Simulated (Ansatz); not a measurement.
# ClFH4OSi2: a ladder of functionals and wavefunction methods

An exercise on one series of results from a longer session: the logs are not shown, and one member is left open.

Program: Ansatz 0.2.0, Gaussian basis. Level of theory: functionals in def2-TZVPP, the program's frozen cores in correlated methods. These are calculated values, not measurements.

Plan: PBE-D4, r2SCAN-D4, PBE0-D4, B3LYP-D4, ωB97X-V, ωB97M-V, B2PLYP; CCSD(T)/def2-TZVPP; MP2/def2-QZVPP; extrapolation to the limit.

## Structure used throughout

All runs share one geometry, relaxed beforehand with PBE0-D4 in a triple-zeta def2 set.

SMILES `F[SiH2]O[SiH2]Cl`, 9 atoms, charge 0, spin multiplicity 1.

Atoms are counted from 1 here; the program's logs count them from 0.

Bond lengths: F1–Si2 1.592 Å, Si2–O3 1.625 Å, Si2–H6 1.477 Å, Si2–H7 1.475 Å, O3–Si4 1.626 Å, Si4–Cl5 2.049 Å, Si4–H8 1.476 Å, Si4–H9 1.477 Å. Angles: F1–Si2–O3 109.1°, F1–Si2–H6 107.6°, F1–Si2–H7 108.0°, O3–Si2–H6 110.4°, O3–Si2–H7 108.0°, H6–Si2–H7 113.6°, Si2–O3–Si4 148.4°, O3–Si4–Cl5 109.9°, O3–Si4–H8 108.5°, O3–Si4–H9 109.9°, Cl5–Si4–H8 108.1°, Cl5–Si4–H9 107.8°, H8–Si4–H9 112.5°.

The first run:

File in.yaml:

```yaml
crystal:
  periodic: [false, false, false]
  atoms:
    - {symbol: F, position_ang: [1.974431, 0.492026, 1.318844]}
    - {symbol: Si, position_ang: [1.487336, 0.426395, -0.195757]}
    - {symbol: O, position_ang: [0.120650, -0.447996, -0.278106]}
    - {symbol: Si, position_ang: [-1.451016, -0.599657, 0.108911]}
    - {symbol: Cl, position_ang: [-2.288776, 1.252572, 0.369280]}
    - {symbol: H, position_ang: [1.241863, 1.811048, -0.646953]}
    - {symbol: H, position_ang: [2.524389, -0.273939, -0.977277]}
    - {symbol: H, position_ang: [-2.147765, -1.263914, -1.009773]}
    - {symbol: H, position_ang: [-1.587312, -1.338935, 1.379732]}
basis:
  gaussian: {orbitals: def2-TZVPP}
hamiltonian: {xc: pbe, dispersion: d4}
output: {forces: true, orbitals: {seedname: orbitals}}
```

Launch:

```console
$ ansatz run in.yaml --threads 4 --pin off --events-out ev --progress --plain --max-ram 10444MiB
```

Steps of the session up to this table: PBE-D4 (GGA); r2SCAN-D4 (meta-GGA); PBE0-D4 (hybrid); B3LYP-D4 (hybrid); ωB97X-V (range-separated); ωB97M-V (range-separated); B2PLYP (double hybrid); CCSD(T) in def2-TZVPP; MP2 in def2-QZVPP.

One table of the session follows, with a row left open; its other results are not shown here.

```
            method  atomisation energy (kJ/mol)
            PBE-D4                       3237.6
         r2SCAN-D4                       3258.3
           PBE0-D4                       3199.5
          B3LYP-D4                       3231.8
           ωB97X-V                       3275.5
           ωB97M-V                       3267.1
            B2PLYP                       3215.3
     HF/def2-TZVPP                       2469.3
    MP2/def2-TZVPP                            ?
   CCSD/def2-TZVPP                       3136.8
CCSD(T)/def2-TZVPP                       3176.7
           MP2/CBS                       3357.1
       CCSD(T)/CBS                       3279.4
```

**Question.** Estimate the row for MP2/def2-TZVPP.

The run gave: atomisation energy (kJ/mol): 3254.5. In the column «atomisation energy (kJ/mol)» it lies between PBE-D4 (3237.6) and r2SCAN-D4 (3258.3).
